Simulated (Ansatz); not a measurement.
# GaSi16: the cost of one run

All numbers below are computed with Ansatz 0.2.0 (DFT PBEsol, plane waves, PAW, scalar-relativistic, collinear spin).

### Step 1. The structure to begin with

The cell holds 17 atoms (GaSi16): a = 7.679 Å, b = 7.679 Å, c = 7.679 Å, α = 60.00°, β = 60.00°, γ = 60.00°.

The coordinates stand in the first input below.

### Step 2. End point A

File input.yaml:

```yaml
crystal:
  lattice:
    - [0.0, 5.43, 5.43]
    - [5.43, 0.0, 5.43]
    - [5.43, 5.43, 0.0]
  atoms:
    - { symbol: Si, position: [0.0, 0.0, 0.0] }
    - { symbol: Si, position: [0.125, 0.125, 0.125] }
    - { symbol: Si, position: [0.0, 0.0, 0.5] }
    - { symbol: Si, position: [0.125, 0.125, 0.625] }
    - { symbol: Si, position: [0.0, 0.5, 0.0] }
    - { symbol: Si, position: [0.125, 0.625, 0.125] }
    - { symbol: Si, position: [0.0, 0.5, 0.5] }
    - { symbol: Si, position: [0.125, 0.625, 0.625] }
    - { symbol: Si, position: [0.5, 0.0, 0.0] }
    - { symbol: Si, position: [0.625, 0.125, 0.125] }
    - { symbol: Si, position: [0.5, 0.0, 0.5] }
    - { symbol: Si, position: [0.625, 0.125, 0.625] }
    - { symbol: Si, position: [0.5, 0.5, 0.0] }
    - { symbol: Si, position: [0.625, 0.625, 0.125] }
    - { symbol: Si, position: [0.5, 0.5, 0.5] }
    - { symbol: Si, position: [0.625, 0.625, 0.625] }
    - { symbol: Ga, position: [0.8694171, 0.8776909, 0.8768705], spin: 1.0 }
magnetization:
  spin_polarized: true
basis:
  ecutwfc: 420.0
kpoints:
  mp_grid: { grid: [2, 2, 2] }
hamiltonian:
  xc: pbesol
  pseudopotentials: { kind: paw, azcp: { folder: soft_1 } }
scf:
  occupations: { method: gaussian, width: 0.05 }
  lower_state_search: "off"
relax:
  f_tol: 0.03
  max_steps: 60
  adjacent_minimum: "off"
output:
  write_density: true
  write_potential: true
  elf: true
  volumetric_format: npy
```

The run is started by

```bash
> ansatz run input.yaml --threads 2 --pin off --max-ram 5120MiB --backend cpu --events-out ev --progress --plain --runs-dir out
```

What time and memory should one allow on 2 threads of Arm Neoverse V2, shared host?

About 53 s, with a peak of 0.73 GiB.
